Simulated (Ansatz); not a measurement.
# Ca: the cost of one run

Program: Ansatz 0.2.0. Level of theory: DFT PBEsol, scalar-relativistic, plane waves, PAW. These are calculated values, not measurements.

## 1. The starting structure

It takes space group Fm-3m (No. 225, cubic). The conventional cell has a = 5.577 Å, b = 5.577 Å, c = 5.577 Å, α = 90.00°, β = 90.00°, γ = 90.00°. Ca (site symmetry m-3m) is surrounded by 12 Ca at 3.94 Å.

Structure file:

```xyz
1
Lattice="0.0000 2.7884 2.7884 2.7884 0.0000 2.7884 2.7884 2.7884 0.0000" Properties=species:S:1:pos:R:3 pbc="T T T"
Ca    0.0000    0.0000    0.0000
```

This is candidate A: structure listed in a database for this formula (Fm-3m, No. 225).

(A quick probe on a coarse mesh, which set the mesh and smearing, is not shown.)

## 3. The relaxation (candidate A)

The input, input.yaml:

```yaml
crystal:
  lattice:
    - [0.0, 2.7884079385, 2.7884079385]
    - [2.7884079385, 0.0, 2.7884079385]
    - [2.7884079385, 2.7884079385, 0.0]
  atoms:
    - { symbol: Ca, position: [0.0, 0.0, 0.0] }
basis:
  ecutwfc: 420
kpoints:
  mp_grid: { grid: [18, 18, 18] }
hamiltonian:
  xc: pbesol
scf:
  occupations: { method: gaussian, width: 0.1 }
output:
  forces: true
  stress: true
  eigenvalues: true
relax:
  adjacent_minimum: "off"
  f_tol: 0.01
  max_steps: 80
  cell: { stress_tol: 0.05 }
```

**Question.** How long does this run take on 1 thread of an Arm CPU, shared host, and how much memory does it need?

About 19 s, with a peak of 0.39 GiB.
